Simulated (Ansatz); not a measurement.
# InO2: the cost of one run

Program: Ansatz 0.2.0. Level of theory: DFT PBE, scalar-relativistic, plane waves, PAW. These are calculated values, not measurements.

**1. The starting structure**

It takes space group P3m1 (No. 156, trigonal). The conventional cell has a = 3.331 Å, b = 3.331 Å, c = 4.398 Å, α = 90.00°, β = 90.00°, γ = 120.00°. Around In (site symmetry 3m) lie 5 O at 2.03 to 2.23 Å. Around O (site symmetry 3m) lie 2 In at 2.16 to 2.23 Å. Around O (site symmetry 3m) lie 3 In at 2.03 Å.

Structure file:

```cif
data_structure
_symmetry_space_group_name_H-M 'P 1'
_symmetry_Int_Tables_number 1
_cell_length_a 3.3310
_cell_length_b 3.3310
_cell_length_c 4.3977
_cell_angle_alpha 90.000
_cell_angle_beta 90.000
_cell_angle_gamma 120.000
_cell_volume 42.26
loop_
_atom_site_label
_atom_site_type_symbol
_atom_site_fract_x
_atom_site_fract_y
_atom_site_fract_z
_atom_site_occupancy
In1 In 0.00000 0.00000 0.13228 1
O1 O 0.00000 0.00000 0.64048 1
O2 O 0.66667 0.33333 0.98796 1
```

Recipe of the guess: random cell by space group and Wyckoff sites (P3m1, No. 156). Lengths come from tabulated atomic sizes and are only a guess.

**2. A first look at the guess**

Input file input.yaml:

```yaml
crystal:
  lattice:
    - [3.33100379, 0.0, 0.0]
    - [-1.66550189, 2.8847339, 0.0]
    - [0.0, 0.0, 4.39771684]
  atoms:
    - { symbol: In, position: [0.0, 0.0, 0.13228354] }
    - { symbol: O, position: [0.0, 0.0, 0.64047851] }
    - { symbol: O, position: [0.66666667, 0.33333333, 0.9879612] }
basis:
  ecutwfc: 420
kpoints:
  mp_grid: { grid: [6, 6, 4] }
hamiltonian:
  xc: pbe
scf:
  occupations: { method: gaussian, width: 0.1 }
  lower_state_search: "off"
output:
  forces: true
  stress: true
  eigenvalues: true
```

Launch:

```sh
$ ansatz run input.yaml --threads 1 --pin off --max-ram 2560MiB --backend cpu --events-out ev --progress --plain --runs-dir out
```

**Question.** How long does this run take on 1 thread of Intel Xeon 6975P-C (Granite Rapids), shared host, and how much memory does it need?

About 1.3 s, with a peak of 0.34 GiB.
